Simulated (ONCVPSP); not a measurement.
# Pd: the cost of one run

Method: ONCVPSP 4.0.1.1 (patched build), PBE, scalar-relativistic.

### 1 Starting point

Typed settings, in words:

- element: palladium (Pd, Z = 46)
- type: optimised norm-conserving Vanderbilt (ONCV)
- frozen core: [Ar] 3d10
- valence charge: 18
- reference configuration: 4s2 4p6 4d10
- partial waves: 4s: rc 0.95 bohr, ncon 4, nbas 9, qcut 7.5 1/bohr, 3 projectors, debl 3.4 Ha; 4p: rc 1.50 bohr, ncon 3, nbas 7, qcut 10.9 1/bohr, 3 projectors, debl 2.5 Ha; 4d: rc 1.60 bohr, ncon 4, nbas 9, qcut 11 1/bohr, 2 projectors, debl 2.1 Ha
- local potential: polynomial inside 0.60 bohr (lpopt 5, dvloc0 3 Ha)
- core correction: Teter function fitted to the true core (icmod 2), fcfact 0.4

The outer shells as boxes (Hund's rule for the drawing; the calculation is spin-unpolarised):

```
[Ar] core
3d [↑↓][↑↓][↑↓][↑↓][↑↓]
4s [↑↓]
4p [↑↓][↑↓][↑↓]
4d [↑↓][↑↓][↑↓][↑↓][↑↓]
```

### 2 Generating the potential

Pd.dat reads:

```
# ATOM AND REFERENCE CONFIGURATION
# atsym  z   nc   nv     iexc    psfile
  Pd 46.00    6    3        4      upf
#
#   n    l    f
    1    0    2.00
    2    0    2.00
    2    1    6.00
    3    0    2.00
    3    1    6.00
    3    2   10.00
    4    0    2.00
    4    1    6.00
    4    2   10.00
#
# PSEUDOPOTENTIAL AND OPTIMIZATION
# lmax
    2
#
#   l,   rc,      ep,       ncon, nbas, qcut
    0    0.95    0.00    4    9    7.50
    1    1.50    0.00    3    7   10.90
    2    1.60    0.00    4    9   11.00
#
# LOCAL POTENTIAL
# lloc, lpopt,  rc(5),   dvloc0
    4    5    0.60    3.00
#
# VANDERBILT-KLEINMAN-BYLANDER PROJECTORs
# l, nproj, debl
    0    3    3.40
    1    3    2.50
    2    2    2.10
#
# MODEL CORE CHARGE
# icmod, fcfact, rcfact
    2    0.40    0.70
#
# LOG DERIVATIVE ANALYSIS
# epsh1, epsh2, depsh
   -5.00    5.00    0.04
#
# OUTPUT GRID
# rlmax, drl
    6.00    0.01
#
# TEST CONFIGURATIONS
# ncnf
    4
# nvcnf
#   n    l    f
    3
    4    0    2.00
    4    1    6.00
    4    2    9.00
#
    3
    4    0    2.00
    4    1    6.00
    4    2    8.00
#
    3
    4    0    2.00
    4    1    6.00
    4    2    7.00
#
    3
    4    0    2.00
    4    1    6.00
    4    2    6.00
#
```

Run with:

```sh
oncvpsp.x < Pd.dat > Pd.out
```

**Question.** How long does this run take on 1 thread of Neoverse-N1, shared host?

About 6.2 s.
